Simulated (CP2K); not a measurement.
**C2H5AlBN (SMILES B[C]1=C[NH][AlH]1) at revPBE-D3(BJ)/TZV2P-MOLOPT-PBE-GTH (core potential)**

What is the energy change on altering one bond length of C2H5AlBN at revPBE-D3(BJ)/TZV2P-MOLOPT-PBE-GTH (core potential)? 

The results are computed with CP2K 2026.2.

## (1) Starting point

The species is C2H5AlBN (10 atoms), meant as a singlet with charge 0. As SMILES, `B[C]1=C[NH][AlH]1`. The shape is that of a PBE0-D4/def2-TZVP optimisation.

Bond lengths: B1–C2 1.492 Å, C2–C3 1.391 Å, C3–N4 1.360 Å, C2–Al5 1.916 Å, N4–Al5 1.853 Å, B1–H6 1.207 Å, B1–H7 1.201 Å, C3–H8 1.094 Å, N4–H9 1.004 Å, Al5–H10 1.581 Å. Some angles: B1–C2–C3 124.0°, B1–C2–Al5 153.2°, C3–C2–Al5 82.9°, C2–C3–N4 115.0°, C3–N4–Al5 86.1°, C2–Al5–N4 76.0°, C2–B1–H6 119.4°, C2–B1–H7 122.5°, C2–C3–H8 124.7°, N4–C3–H8 120.3°.

## (2) A single-point energy at revPBE-D3(BJ)/TZV2P-MOLOPT-PBE-GTH (core potential)

Contents of run.inp:

```
&global
   project run
   run_type ENERGY
   print_level MEDIUM
&end

&force_eval
   method QS
   &dft
      basis_set_file_name BASIS_MOLOPT_UZH
      potential_file_name POTENTIAL_UZH
      charge 0
      multiplicity 1
      &qs
         method GPW
         eps_default 1.0E-10
      &end
      &mgrid
         cutoff 400
         rel_cutoff 50
         ngrids 4
      &end
      &poisson
         periodic NONE
         poisson_solver MULTIPOLE
      &end
      &scf
         scf_guess ATOMIC
         eps_scf 1.0E-06
         max_scf 30
         &ot ON
            minimizer CG
            preconditioner FULL_ALL
         &end
         &outer_scf
            eps_scf 1.0E-06
            max_scf 8
         &end
      &end
      &xc
         &xc_functional
            &pbe
               parametrization REVPBE
            &end
         &end
         &vdw_potential
            potential_type PAIR_POTENTIAL
            &pair_potential
               type DFTD3(BJ)
               parameter_file_name dftd3.dat
               reference_functional revPBE
               r_cutoff 15
            &end
         &end
      &end
      # extra output
      &print
         &moments
            periodic F
            reference COM
            max_moment 1
         &end
         &mo_cubes
            nlumo 3
            nhomo -1
            write_cube F
         &end
         &hirshfeld OFF
         &end
      &end
   &end
   # atoms, cell and kinds
   &subsys
      &cell
         abc [angstrom] 12.6 9.4 11.7
         periodic NONE
      &end
      &coord
         B     -1.253000     0.576700    -1.418700
         C     -0.143800     0.242800    -0.478800
         C     -0.315000    -0.471300     0.702300
         N      0.820900    -0.673500     1.422800
         Al     1.688500     0.264900     0.080500
         H     -2.375700     0.217000    -1.161700
         H     -1.076200     1.195400    -2.432600
         H     -1.273000    -0.859200     1.061700
         H      0.792000    -1.179400     2.289700
         H      3.218400     0.635500    -0.062200
      &end
      &topology
         &center_coordinates
         &end
      &end
      &kind B
         basis_set TZV2P-MOLOPT-PBE-GTH-q3
         potential GTH-PBE-q3
      &end
      &kind C
         basis_set TZV2P-MOLOPT-PBE-GTH-q4
         potential GTH-PBE-q4
      &end
      &kind N
         basis_set TZV2P-MOLOPT-PBE-GTH-q5
         potential GTH-PBE-q5
      &end
      &kind Al
         basis_set TZV2P-MOLOPT-PBE-GTH-q3
         potential GTH-PBE-q3
      &end
      &kind H
         basis_set TZV2P-MOLOPT-PBE-GTH-q1
         potential GTH-PBE-q1
      &end
   &end
&end
```

Started as:

```
$ OMP_NUM_THREADS=1 cp2k.psmp run.inp > run.out
```

The log of the run:

```text
CP2K| version string:                                       CP2K version 2026.2
[...]
 GLOBAL| Method name                                                        CP2K
[...]
 GLOBAL| Run type                                                         ENERGY
[...]
 DFT| Spin restricted Kohn-Sham (RKS) calculation                            RKS
 DFT| Multiplicity                                                             1
[...]
 DFT| Charge                                                                   0
[...]
 FUNCTIONAL| PBE:
[...]
 QS| Method:                                                                 GPW
[...]
 QS| Density cutoff [a.u.]:                                                200.0
[...]
 QS| Relative density cutoff [a.u.]:                                        25.0
[...]
                             - Atoms:                                         10
[...]
                             - Spherical basis functions:                    215
[...]
 Number of electrons:                                                         24
[...]
     1 OT CG       0.15E+00    5.8     0.09567434       -26.6106673529 -2.66E+01
[...]
    25 OT CG       0.11E+00    6.6     0.00000076       -29.1685217537 -3.25E-10
  *** SCF run converged in    25 steps ***
[...]
  Overlap energy of the core charge distribution:               0.00000404451134
  Self energy of the core charge distribution:                -70.23863721141423
  Core Hamiltonian energy:                                     21.36781700368475
  Hartree energy:                                              29.39339656107284
  Exchange-correlation energy:                                 -9.67291586666605
  Dispersion energy:                                           -0.01818628493142
  Total energy:                                               -29.16852175374277
[...]
                     Mulliken Population Analysis
 #  Atom  Element  Kind  Atomic population                           Net charge
       1     B        1          3.065335                             -0.065335
       2     C        2          4.037846                             -0.037846
       3     C        2          3.714334                              0.285666
       4     N        3          5.511905                             -0.511905
       5     Al       4          2.507437                              0.492563
       6     H        5          1.036685                             -0.036685
       7     H        5          1.002374                             -0.002374
       8     H        5          1.040880                             -0.040880
       9     H        5          0.975507                              0.024493
      10     H        5          1.107698                             -0.107698
 # Total charge                             24.000000                 -0.000000
[...]
  Dipole moment [Debye]
    X=  0.2328115E+01 Y= -0.1328048E+01 Z=  0.3040922E+01  Total=      4.0535217
[...]
 WARNING : did not converge in ot_eigensolver
 number of iterations          299  exceeded maximum
 current gradient / target gradient   2.0267857735549501E-004  /    1.0000000000000001E-005
[...]
 HOMO - LUMO gap [eV] :    2.940466
 ENERGY| Total FORCE_EVAL ( QS ) energy [hartree]            -29.168521753742773
[...]
```

Run time: 4.5 min. Hardware: 1 thread of Intel Xeon at 2.50GHz (Skylake/Cascade Lake), shared host; peak memory 1.1 GiB.

## (3) The distorted shape, same level

Contents of qs.inp:

```
&GLOBAL
  PROJECT qs
  RUN_TYPE ENERGY
  PRINT_LEVEL MEDIUM
&END GLOBAL

&FORCE_EVAL
  METHOD QUICKSTEP
  &DFT
    BASIS_SET_FILE_NAME BASIS_MOLOPT_UZH
    POTENTIAL_FILE_NAME POTENTIAL_UZH
    &QS
      METHOD GPW
      EPS_DEFAULT 1.0E-10
    &END QS
    &MGRID
      CUTOFF 400
      REL_CUTOFF 50
      NGRIDS 4
    &END MGRID
    &POISSON
      PERIODIC NONE
      POISSON_SOLVER MULTIPOLE
    &END POISSON
    &SCF
      SCF_GUESS ATOMIC
      EPS_SCF 1.0E-06
      MAX_SCF 80
      ADDED_MOS 10
      &DIAGONALIZATION
        ALGORITHM STANDARD
      &END DIAGONALIZATION
      &MIXING
        METHOD BROYDEN_MIXING
        ALPHA 0.3
        NBUFFER 8
      &END MIXING
    &END SCF
    &XC
      &XC_FUNCTIONAL
        &PBE
          PARAMETRIZATION REVPBE
        &END PBE
      &END XC_FUNCTIONAL
      &VDW_POTENTIAL
        POTENTIAL_TYPE PAIR_POTENTIAL
        &PAIR_POTENTIAL
          TYPE DFTD3(BJ)
          PARAMETER_FILE_NAME dftd3.dat
          REFERENCE_FUNCTIONAL revPBE
          R_CUTOFF 15
        &END PAIR_POTENTIAL
      &END VDW_POTENTIAL
    &END XC
    &PRINT
      &MOMENTS
        PERIODIC F
        REFERENCE COM
        MAX_MOMENT 1
      &END MOMENTS
      &MO ON
        ENERGIES T
        OCCUPATION_NUMBERS T
        NDIGITS 6
        &EACH
          QS_SCF 0
        &END EACH
        ADD_LAST NUMERIC
      &END MO
      &HIRSHFELD OFF
      &END HIRSHFELD
    &END PRINT
  &END DFT
  &SUBSYS
    &CELL
      ABC 12.6 9.9 12.5
      PERIODIC NONE
    &END CELL
    &COORD
      B     -1.394436     0.081756    -0.607606
      C     -0.285236    -0.252144     0.332294
      C     -0.456436    -0.966244     1.513394
      N      0.679464    -1.168444     2.233894
      Al     1.547064    -0.230044     0.891594
      H     -2.517136    -0.277944    -0.350606
      H     -1.076200     1.195400    -2.432600
      H     -1.414436    -1.354144     1.872794
      H      0.650564    -1.674344     3.100794
      H      3.076964     0.140556     0.748894
    &END COORD
    &TOPOLOGY
      &CENTER_COORDINATES
      &END CENTER_COORDINATES
    &END TOPOLOGY
    &KIND B
      BASIS_SET TZV2P-MOLOPT-PBE-GTH-q3
      POTENTIAL GTH-PBE-q3
    &END KIND
    &KIND C
      BASIS_SET TZV2P-MOLOPT-PBE-GTH-q4
      POTENTIAL GTH-PBE-q4
    &END KIND
    &KIND N
      BASIS_SET TZV2P-MOLOPT-PBE-GTH-q5
      POTENTIAL GTH-PBE-q5
    &END KIND
    &KIND Al
      BASIS_SET TZV2P-MOLOPT-PBE-GTH-q3
      POTENTIAL GTH-PBE-q3
    &END KIND
    &KIND H
      BASIS_SET TZV2P-MOLOPT-PBE-GTH-q1
      POTENTIAL GTH-PBE-q1
    &END KIND
  &END SUBSYS
&END FORCE_EVAL
```

Started as:

```
$ OMP_NUM_THREADS=1 cp2k.psmp -i qs.inp > qs.out 2>&1
```

The log of the run, cut to the lines that bear on the results:

```text
CP2K| version string:                                       CP2K version 2026.2
[...]
 GLOBAL| Method name                                                        CP2K
[...]
 GLOBAL| Run type                                                         ENERGY
[...]
 DFT| Spin restricted Kohn-Sham (RKS) calculation                            RKS
 DFT| Multiplicity                                                             1
[...]
 DFT| Charge                                                                   0
[...]
 FUNCTIONAL| PBE:
[...]
 QS| Method:                                                                 GPW
[...]
 QS| Density cutoff [a.u.]:                                                200.0
[...]
 QS| Relative density cutoff [a.u.]:                                        25.0
[...]
                             - Atoms:                                         10
[...]
                             - Spherical basis functions:                    215
[...]
 Number of electrons:                                                         24
[...]
     1 NoMix/Diag. 0.30E+00    7.4     1.45750534       -28.6483985612 -2.86E+01
[...]
    28 Broy./Diag. 0.30E+00   10.5     0.00000039       -29.0662721332 -1.80E-07
  *** SCF run converged in    28 steps ***
[...]
  Overlap energy of the core charge distribution:               0.00000265453795
  Self energy of the core charge distribution:                -70.23863721141423
  Core Hamiltonian energy:                                     21.06063981797556
  Hartree energy:                                              29.65803764738648
  Exchange-correlation energy:                                 -9.52692085034205
  Dispersion energy:                                           -0.01939419136103
  Total energy:                                               -29.06627213321731
[...]
                     Mulliken Population Analysis
 #  Atom  Element  Kind  Atomic population                           Net charge
       1     B        1          3.043644                             -0.043644
       2     C        2          4.042810                             -0.042810
       3     C        2          3.703650                              0.296350
[...]
  Dipole moment [Debye]
    X=  0.2642278E+01 Y= -0.2468664E+01 Z=  0.5092769E+01  Total=      6.2459773
 ENERGY| Total FORCE_EVAL ( QS ) energy [hartree]            -29.066272133217311
[...]
```

Wall time 4.7 min (1 thread of Intel Xeon at 2.50GHz (Skylake/Cascade Lake), shared host); peak memory 2.2 GiB.

## (4) What came out

At revPBE-D3(BJ)/TZV2P-MOLOPT-PBE-GTH (core potential):

| quantity | value |
| --- | --- |
| first shape: total energy | -29.16852 Eh |
| first shape: dipole moment | 4.05 D |
| first shape: HOMO energy | -5.32 eV |
| first shape: LUMO energy | -2.38 eV |
| first shape: HOMO–LUMO gap | 2.94 eV |
| first shape: dispersion energy | -47.75 kJ/mol |
| distorted shape: total energy | -29.06627 Eh |
| distorted shape: dipole moment | 6.25 D |
| distorted shape: HOMO energy | -5.02 eV |
| distorted shape: LUMO energy | -2.70 eV |
| distorted shape: HOMO–LUMO gap | 2.32 eV |
| distorted shape: dispersion energy | -50.92 kJ/mol |
| energy change with the B1–H7 bond stretched from 1.201 to 2.161 Å | 2.782 eV |

In words: With the B1–H7 bond stretched from 1.201 to 2.161 Å the energy rises by 2.78 eV (268 kJ/mol). The first shape isn't relaxed at this level, so the change isn't measured from a minimum.
